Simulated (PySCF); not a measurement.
# C4H5BS: the cost of one run

Computed with PySCF 2.14.0, with density-fitted response routines of our own, on a single molecule in the gas phase. Atoms are numbered from 0 throughout.

## 1. The molecule as given

11 atoms, charge 0, multiplicity 1; geometry from: GFN2-xTB. The atoms were then displaced at random by about 0.01 Å, so the start is not that level's minimum.

Bonds of the start (Å): B0–C1 1.56, C1–C2 1.44, C2–C3 1.30, C3–S4 1.72, S4–C5 1.71, C5–C1 1.38, B0–H6 1.14, B0–H7 1.19, C2–H8 1.09, C3–H9 1.11, C5–H10 1.06.

## 2. Relaxing the molecule at PBE0-D3(BJ)/def2-SVP

What the job is given:

```
{"job": {"xc": "PBE0", "basis": "def2-SVP", "d3": "d3bj", "grid": 1, "shake": 0.01, "kind": "geom"}, "charge": 0, "multiplicity": 1}
B      1.946730    -0.132090     0.138390
C      0.408680     0.076120    -0.033170
C     -0.618670    -0.823080     0.420980
C     -1.823780    -0.412640     0.150680
S     -1.880220     1.087240    -0.695780
C     -0.174040     1.163560    -0.655580
H      2.350610    -1.057720     0.676550
H      2.675210     0.708080    -0.288470
H     -0.375260    -1.730900     0.966350
H     -2.789280    -0.899240     0.395290
H      0.318140     1.994850    -1.090910
```

The run is started by

```console
> OMP_NUM_THREADS=1 python probes_run.py task.json out
```

One launch serves the whole session: the jobs run in the order shown.

Q: Estimate the wall time and peak memory of this first job on 1 thread of Arm Neoverse V1, shared host.

About 30 s, with a peak of 0.47 GiB.
